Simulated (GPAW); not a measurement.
Input of a GPAW 26.7.0 run:

Contents of run.py:

```python
import numpy as np
from ase.dft.bandgap import bandgap
from ase.io import read, write
from gpaw import GPAW, PW

atoms = read('POSCAR')
atoms.pbc = (True, True, False)

calc = GPAW(mode=PW(450),
            xc='PBE',
            kpts={'size': (9, 9, 1), 'gamma': True},
            occupations={'name': 'fermi-dirac', 'width': 0.05},
            nbands=83,
            convergence={'density': 1e-05, 'energy': 1e-05},
            maxiter=150,
            poissonsolver={'dipolelayer': 'xy'},
            txt='gpaw.txt')
atoms.calc = calc
energy = atoms.get_potential_energy()
forces = atoms.get_forces()
calc.write('gs.gpw')
write('result.traj', atoms)
print(f'Energy: {energy:.6f} eV')
print('Forces (eV/A):')
print(forces.round(4))
print('Fermi level:', round(calc.get_fermi_level(), 4), 'eV')
print(f'Gap: {bandgap(calc)[0]:.4f} eV, direct: {bandgap(calc, direct=True)[0]:.4f} eV')

v = calc.get_electrostatic_potential().mean(axis=(0, 1))
z = np.arange(len(v)) * atoms.cell[2, 2] / len(v)
ef = calc.get_fermi_level()
np.savetxt('planar.dat', np.c_[z, v], fmt='%.4f')
below, above = np.interp([1.5, atoms.cell[2, 2] - 1.5], z, v) - ef
print(f'Work functions: bottom {below:.4f} eV, top {above:.4f} eV')
print('Dipole moment:', *calc.get_dipole_moment().round(5), 'e A')
```

File POSCAR:

```
Ag
1.0
    2.8893797293      0.0000000000      0.0000000000
    0.0000000000      2.8893797293      0.0000000000
    0.0000000000      0.0000000000     25.2155000000
Ag
6
Direct
    0.5000000000      0.5000000000      0.2974361008
    0.0000000000      0.0000000000      0.3784616605
    0.5000000000      0.5000000000      0.4594872202
    0.0000000000      0.0000000000      0.5405127798
    0.5000000000      0.5000000000      0.6215383395
    0.0000000000      0.0000000000      0.7025638992
```

Potentials or basis: GPAW PAW data sets (gpaw-data 1.2.1), pw.

Command:

```console
$ OMP_NUM_THREADS=1 python run.py
```

Problem. Estimate the work function of the upper face.

Solution. 4.31 eV.

Problem. Predict the work function of the lower face.

Solution. 4.31 eV.

Forces in eV/Å, atoms in the order of the input:
```
Ag   0.000  0.000 -0.085
Ag   0.000  0.000 -0.166
Ag   0.000  0.000 -0.035
Ag   0.000  0.000  0.037
Ag   0.000  0.000  0.167
Ag   0.000  0.000  0.087
```
